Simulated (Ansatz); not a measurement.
Runs of Ansatz 0.2.0 on Cd2S. Symmetry: P3m1, No. 156, trigonal system. The conventional cell has a = 3.963 Å, b = 3.963 Å, c = 5.809 Å, α = 90.00°, β = 90.00°, γ = 120.00°. Cd (site symmetry 3m) has 1 S at 2.52 Å as nearest neighbours. Cd (site symmetry 3m) has 3 S at 2.60 Å as nearest neighbours. S (site symmetry 3m) has 4 Cd at 2.52 to 2.60 Å as nearest neighbours. The cell comes from a database or a generator and needn't be the stable form of this composition.

```csv
cell,target pressure (GPa),gap on the mesh (eV),pressure (GPa)
relaxed to 2 GPa,2,(a),2.0
relaxed to 20 GPa,20,none,20.0
relaxed,0,0.23,0.0
relaxed to 10 GPa,10,0.16,10.0
relaxed to 5 GPa,5,0.18,5.0
relaxed to 30 GPa,30,none,30.0
```

Alike in all rows: task relaxation of cell and atoms; level PBE; potentials or basis Ansatz PAW; no spin polarisation; k mesh 8 × 8 × 5; cutoff (eV) 420; smearing fermi-dirac 0.05 eV.

**Question.** Estimate the missing entries.

**Answer.** (a) 0.19.

Caveats: the plane-wave basis is chosen anew once the cell has moved, so the energies of steps on either side of that aren't comparable; odd divisions of the mesh miss points on the zone boundary, where band edges often lie, so the gap on the mesh can be too wide (some runs).

A k mesh can miss the band edges, and the runs leave out spin-orbit coupling on Cd.

A gap of «none» marks a metal or a gap under the smearing width.
